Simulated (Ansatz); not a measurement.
What does this script print? It uses Ansatz's Python interface.

The script reads `bh8nosi2.xyz`:
```text
13

O    -1.25260    0.11180    1.58030
B    -0.08770   -0.11120    0.80220
Si    0.56310   -1.92760    0.68740
N     0.76430    1.05730    0.16900
Si   -0.26320    1.65730   -1.22990
H    -2.03840    0.07680    0.91270
H     1.96090   -1.98220    1.31170
H     0.71670   -2.31840   -0.71600
H    -0.30800   -2.81560    1.46540
H     1.57850    0.66660   -0.20480
H    -0.53600    0.57330   -2.14280
H     0.51240    2.73350   -1.87430
H    -1.58950    2.24360   -0.74630
```

Script `bh8nosi2_opt.py`:
```python
'''Relax the BH8NOSi2 molecule.'''

import itertools

import ansatz
from ase.data import atomic_numbers, covalent_radii
import numpy as np

config = {
    'basis': '6-31G*',
    'xc': 'CAM-B3LYP',
}

bh8nosi2 = ansatz.Crystal.molecule_from_extxyz('bh8nosi2.xyz')

calculation = (
    bh8nosi2.calculation()
    .basis(gaussian=config['basis'])
    .functional(config['xc'])
)
symbols = [site.symbol for site in bh8nosi2.cartesian_sites]
start = np.array([site.position_ang for site in bh8nosi2.cartesian_sites], dtype=float)
def progress(event):
    if event['event'] == 'relax_step':
        row = event['data']
        print(f'step {row["step"]:3d}  E = {row["lagrangian_ev"]:.6f} eV  largest force component {row["allowed_force_max_ev_ang"]:.4f} eV/A')


report = calculation.relax(force_tolerance=0.005).session().plan().execute(on_event=progress).report
end = np.array(report['positions_ang'])

for key in ('converged', 'free_energy_ev', 'reference_energy_ev', 'n_frozen', 'n_occupied', 'n_virtual'):
    print(f'{key:22s} {report[key]}')

# pairs closer than 1.2 times the sum of covalent radii, before or after
radius = [covalent_radii[atomic_numbers[s]] for s in symbols]
span = lambda where, i, j: np.linalg.norm(where[i] - where[j])
bonded = [(i, j) for i, j in itertools.combinations(range(len(symbols)), 2) if min(span(start, i, j), span(end, i, j)) < 1.2 * (radius[i] + radius[j])]
print('pair        before    after (A)')
for i, j in bonded:
    print(f'{symbols[i]}{i}-{symbols[j]}{j}'.ljust(10), f'{span(start, i, j):8.4f} {span(end, i, j):8.4f}')
with open('bh8nosi2_opt.xyz', 'w') as handle:
    handle.write(f'{len(symbols)}\nrelaxed BH8NOSi2\n')
    handle.writelines(f'{s:2s} {x:11.6f} {y:11.6f} {z:11.6f}\n' for s, (x, y, z) in zip(symbols, end))
```

Output of `python bh8nosi2_opt.py`:
```text
step   1  E = -20096.741738 eV  largest force component 5.2779 eV/A
step   2  E = -20097.463110 eV  largest force component 2.7135 eV/A
step   3  E = -20097.757842 eV  largest force component 1.3527 eV/A
step   4  E = -20097.921697 eV  largest force component 1.3632 eV/A
step   5  E = -20098.066907 eV  largest force component 1.4183 eV/A
step   6  E = -20098.229189 eV  largest force component 1.8964 eV/A
step   7  E = -20098.414776 eV  largest force component 0.9121 eV/A
step   8  E = -20098.522437 eV  largest force component 0.5786 eV/A
step   9  E = -20098.586160 eV  largest force component 0.3845 eV/A
step  10  E = -20098.588583 eV  largest force component 0.7345 eV/A
step  11  E = -20098.618859 eV  largest force component 0.1245 eV/A
step  12  E = -20098.620468 eV  largest force component 0.1377 eV/A
step  13  E = -20098.621295 eV  largest force component 0.0536 eV/A
step  14  E = -20098.621792 eV  largest force component 0.0259 eV/A
step  15  E = -20098.622058 eV  largest force component 0.0278 eV/A
step  16  E = -20098.622483 eV  largest force component 0.0382 eV/A
step  17  E = -20098.622835 eV  largest force component 0.0495 eV/A
step  18  E = -20098.623193 eV  largest force component 0.0799 eV/A
step  19  E = -20098.623625 eV  largest force component 0.0778 eV/A
step  20  E = -20098.624118 eV  largest force component 0.0245 eV/A
step  21  E = -20098.624567 eV  largest force component 0.0263 eV/A
step  22  E = -20098.623313 eV  largest force component 0.1433 eV/A
step  23  E = -20098.611360 eV  largest force component 1.1001 eV/A
step  24  E = -20098.624622 eV  largest force component 0.0160 eV/A
step  25  E = -20098.625053 eV  largest force component 0.0583 eV/A
step  26  E = -20098.625192 eV  largest force component 0.0316 eV/A
step  27  E = -20098.625399 eV  largest force component 0.0170 eV/A
step  28  E = -20098.625597 eV  largest force component 0.0142 eV/A
step  29  E = -20098.625664 eV  largest force component 0.0373 eV/A
step  30  E = -20098.625747 eV  largest force component 0.0168 eV/A
step  31  E = -20098.625799 eV  largest force component 0.0082 eV/A
step  32  E = -20098.625849 eV  largest force component 0.0082 eV/A
step  33  E = -20098.625853 eV  largest force component 0.0163 eV/A
step  34  E = -20098.625875 eV  largest force component 0.0065 eV/A
step  35  E = -20098.625878 eV  largest force component 0.0053 eV/A
step  36  E = -20098.625880 eV  largest force component 0.0031 eV/A
step  37  E = -20098.625881 eV  largest force component 0.0019 eV/A
converged              True
free_energy_ev         -20098.626025696325
reference_energy_ev    -20098.626025696325
n_frozen               0
n_occupied             [28, 28]
n_virtual              [71, 71]
pair        before    after (A)
O0-B1        1.4185   1.3739
O0-H5        1.0317   0.9633
B1-Si2       1.9329   2.0353
B1-N3        1.5787   1.4138
Si2-H6       1.5319   1.4886
Si2-H7       1.4649   1.4898
Si2-H8       1.4672   1.4898
N3-Si4       1.8365   1.7549
N3-H9        0.9774   1.0107
Si4-H10      1.4432   1.4819
Si4-H11      1.4748   1.4855
Si4-H12      1.5286   1.4819
```

It writes `bh8nosi2_opt.xyz`:
```text
13
relaxed BH8NOSi2
O    -1.606384   -0.274751    0.170931
B    -0.238581   -0.397348    0.210746
Si    0.713987   -1.998771    1.029646
N     0.478605    0.677779   -0.362391
Si   -0.267275    2.091776   -1.086289
H    -2.089337   -1.010248    0.563138
H     2.193796   -1.867327    0.935082
H     0.331352   -3.270077    0.353787
H     0.368485   -2.166375    2.469067
H     1.488497    0.636311   -0.358657
H    -1.119468    1.739573   -2.246308
H     0.849588    2.952380   -1.553827
H    -1.082765    2.852276   -0.110324
```

Caveats:
- Total energies depend on the basis set; only differences at equal settings carry meaning.
- The end point is the stationary point reached from this start; no frequency run checks that it is a minimum, and the basis set is modest.
- Hardware and time: 4.4 min on 1 thread of Arm Neoverse V1 (shared host), peak memory 0.34 GiB.
